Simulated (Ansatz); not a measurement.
# AlClH₆SiSn, SMILES [SiH3][Al]([Cl])[SnH3]: a rigid scan of one bond length

With Ansatz's Python interface.

Typed at the interpreter:
```pycon
>>> from dataclasses import dataclass
>>> import warnings
>>> import ansatz
>>> import numpy as np
>>> @dataclass(frozen=True)
... class Options:
...     basis: str = 'def2-SVP'
...     method: str = 'mp2'
...
>>> settings = Options()
>>> GEOMETRY = '''
... Si    0.01640    1.30380   -1.69460
... Al    0.92530   -0.11130   -0.12010
... Cl    3.06740   -0.51890   -0.18090
... Sn   -0.51950   -1.23510    1.71000
... H    -1.04540    0.61500   -2.50070
... H    -0.66270    2.49600   -1.01160
... H     1.04280    1.84940   -2.60530
... H    -1.78100   -2.20000    0.92040
... H     0.39870   -2.24670    2.78150
... H    -1.35890   -0.00340    2.70430
... '''
>>> warnings.simplefilter('ignore', ansatz.DeckWarning)
>>> molecule = ansatz.Crystal.molecule()
>>> for line in GEOMETRY.strip().splitlines():
...     symbol, *xyz = line.split()
...     molecule = molecule.atom(symbol, [float(v) for v in xyz])
...
>>> symbols = [site.symbol for site in molecule.cartesian_sites]
>>> start = np.array([site.position_ang for site in molecule.cartesian_sites])
>>> axis = (start[4] - start[0]) / np.linalg.norm(start[4] - start[0])
>>> moving = [4]
>>> lengths, energies = [1.32, 1.381, 1.441, 1.501, 1.561, 1.621, 1.681, 1.771], []
>>> for length in lengths:
...     xyz = start.copy()
...     xyz[moving] += (length - np.linalg.norm(start[4] - start[0])) * axis
...     point = ansatz.Crystal.molecule()
...     for symbol, place in zip(symbols, xyz):
...         point = point.atom(symbol, place.tolist())
...     base = point.calculation()
...     base = base.basis(gaussian=settings.basis)
...     base = base.correlation(settings.method)
...     rep = base.run(threads=1).report
...     energies.append(rep['free_energy_ev'])
...     print(f'r = {length:6.3f} A  E = {energies[-1]:.5f} eV  <S^2> = {abs(rep["mean_field"]["state"]["spin_squared"]):.3f}')
...
r =  1.320 A  E = -32852.68246 eV  <S^2> = 0.000
r =  1.381 A  E = -32852.89571 eV  <S^2> = 0.000
r =  1.441 A  E = -32852.99867 eV  <S^2> = 0.000
r =  1.501 A  E = -32853.01920 eV  <S^2> = 0.000
r =  1.561 A  E = -32852.97603 eV  <S^2> = 0.000
r =  1.621 A  E = -32852.88411 eV  <S^2> = 0.000
r =  1.681 A  E = -32852.75533 eV  <S^2> = 0.000
r =  1.771 A  E = -32852.51301 eV  <S^2> = 0.000
>>> fit = np.polynomial.Polynomial.fit(lengths, np.array(energies) - min(energies), 4).convert()
>>> roots = [r.real for r in fit.deriv().roots() if abs(r.imag) < 1e-9 and fit.deriv(2)(r.real) > 0]
>>> r_e = min(roots, key=lambda r: abs(r - lengths[int(np.argmin(energies))]))
>>> print(f'minimum of the fit at {r_e:.4f} A, force constant {fit.deriv(2)(r_e):.2f} eV/A^2')
minimum of the fit at 1.4879 A, force constant 18.76 eV/A^2
```

Total energies depend on the basis set; only differences at equal settings carry meaning. The rest of the molecule is held rigid at a force-field or estimated start geometry, and the basis set is modest; single-reference methods fail as a bond breaks. def2 sets replace the cores of elements past krypton by effective core potentials. The orbitals are restricted, so S² is zero by construction. S² is that of the Hartree-Fock reference. The whole script took 20 s on 1 thread of Arm Neoverse V2, on a shared host, peak memory 0.3 GiB.
